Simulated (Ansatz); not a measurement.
# Zn16S15N (Wurtzite-2H): the cost of one run

Method: DFT, PBE, plane-wave PAW, default files, scalar-relativistic, as far as a step names no other, in Ansatz 0.2.0.

## 1. The structure to begin with

The structure is trigonal, space group P3m1 (No. 156). The conventional cell has a = 7.622 Å, b = 7.622 Å, c = 12.468 Å, α = 90.00°, β = 90.00°, γ = 120.00°. Zn (site symmetry 3m) is surrounded by 3 S at 2.31 Å and 1 N at 2.40 Å. Zn (site symmetry 3m) is surrounded by 4 S at 2.31 to 2.40 Å. Zn (site symmetry m) is surrounded by 4 S at 2.31 to 2.40 Å. Zn (site symmetry m) is surrounded by 3 S at 2.31 to 2.40 Å and 1 N at 2.31 Å. Only part of the 16 independent sites is listed.

Coordinates:

```cif
data_structure
_symmetry_space_group_name_H-M 'P3m1'
_symmetry_Int_Tables_number 156
_cell_length_a 7.6220
_cell_length_b 7.6220
_cell_length_c 12.4680
_cell_angle_alpha 90.000
_cell_angle_beta 90.000
_cell_angle_gamma 120.000
_cell_volume 627.29
loop_
_atom_site_label
_atom_site_type_symbol
_atom_site_symmetry_multiplicity
_atom_site_Wyckoff_symbol
_atom_site_fract_x
_atom_site_fract_y
_atom_site_fract_z
_atom_site_occupancy
Zn1 Zn 1 a 0.00000 0.00000 0.00000 1
Zn2 Zn 1 a 0.00000 0.00000 0.50000 1
Zn3 Zn 3 d 0.00000 0.50000 0.00000 1
Zn4 Zn 3 d 0.00000 0.50000 0.50000 1
Zn5 Zn 3 d 0.16667 0.83333 0.25000 1
Zn6 Zn 3 d 0.16667 0.83333 0.75000 1
Zn7 Zn 1 c 0.66667 0.33333 0.25000 1
Zn8 Zn 1 c 0.66667 0.33333 0.75000 1
N1 N 1 a 0.00000 0.00000 0.19250 1
S1 S 1 a 0.00000 0.00000 0.69250 1
S2 S 3 d 0.00000 0.50000 0.19250 1
S3 S 3 d 0.00000 0.50000 0.69250 1
S4 S 3 d 0.16667 0.83333 0.44250 1
S5 S 3 d 0.16667 0.83333 0.94250 1
S6 S 1 c 0.66667 0.33333 0.44250 1
S7 S 1 c 0.66667 0.33333 0.94250 1
```

Atom 17 of the input is the impurity.

## 2. Gradients at the starting positions

File input.yaml:

```yaml
crystal:
  lattice:
    - [7.622, 0.0, 0.0]
    - [-3.811, 6.6008456276, 0.0]
    - [0.0, 0.0, 12.468]
  atoms:
    - { symbol: Zn, position: [0.1666666666, 0.3333333334, 0.0] }
    - { symbol: Zn, position: [0.1666666666, 0.3333333334, 0.5] }
    - { symbol: Zn, position: [0.1666666666, 0.8333333334, 0.0] }
    - { symbol: Zn, position: [0.1666666666, 0.8333333334, 0.5] }
    - { symbol: Zn, position: [0.6666666666, 0.3333333334, 0.0] }
    - { symbol: Zn, position: [0.6666666666, 0.3333333334, 0.5] }
    - { symbol: Zn, position: [0.6666666666, 0.8333333334, 0.0] }
    - { symbol: Zn, position: [0.6666666666, 0.8333333334, 0.5] }
    - { symbol: Zn, position: [0.3333333334, 0.1666666666, 0.25] }
    - { symbol: Zn, position: [0.3333333334, 0.1666666666, 0.75] }
    - { symbol: Zn, position: [0.3333333334, 0.6666666666, 0.25] }
    - { symbol: Zn, position: [0.3333333334, 0.6666666666, 0.75] }
    - { symbol: Zn, position: [0.8333333334, 0.1666666666, 0.25] }
    - { symbol: Zn, position: [0.8333333334, 0.1666666666, 0.75] }
    - { symbol: Zn, position: [0.8333333334, 0.6666666666, 0.25] }
    - { symbol: Zn, position: [0.8333333334, 0.6666666666, 0.75] }
    - { symbol: "N", position: [0.1666666666, 0.3333333334, 0.1925] }
    - { symbol: S, position: [0.1666666666, 0.3333333334, 0.6925] }
    - { symbol: S, position: [0.1666666666, 0.8333333334, 0.1925] }
    - { symbol: S, position: [0.1666666666, 0.8333333334, 0.6925] }
    - { symbol: S, position: [0.6666666666, 0.3333333334, 0.1925] }
    - { symbol: S, position: [0.6666666666, 0.3333333334, 0.6925] }
    - { symbol: S, position: [0.6666666666, 0.8333333334, 0.1925] }
    - { symbol: S, position: [0.6666666666, 0.8333333334, 0.6925] }
    - { symbol: S, position: [0.3333333334, 0.1666666666, 0.4425] }
    - { symbol: S, position: [0.3333333334, 0.1666666666, 0.9425] }
    - { symbol: S, position: [0.3333333334, 0.6666666666, 0.4425] }
    - { symbol: S, position: [0.3333333334, 0.6666666666, 0.9425] }
    - { symbol: S, position: [0.8333333334, 0.1666666666, 0.4425] }
    - { symbol: S, position: [0.8333333334, 0.1666666666, 0.9425] }
    - { symbol: S, position: [0.8333333334, 0.6666666666, 0.4425] }
    - { symbol: S, position: [0.8333333334, 0.6666666666, 0.9425] }
total_charge: -1
kpoints:
  mp_grid: { grid: [3, 3, 2] }
scf:
  occupations: { method: fermi_dirac, width: 0.01 }
hamiltonian:
  xc: pbe
  pseudopotentials: { kind: paw }
output:
  forces: true
  stress: true
  populations: true
  efg:
    quadrupole_moments_barn: { Zn: 0.122, "N": 0.02044, S: -0.0694 }
    contact_densities: true
```

Run with:

```bash
ansatz run input.yaml --threads 1 --pin off --max-ram 3072MiB --backend cpu --events-out ev --progress --plain --runs-dir out
```

**Question.** How long does this run take on 1 thread of an x86-64 CPU, shared host, and how much memory does it need?

About 96 s, with a peak of 1.3 GiB.
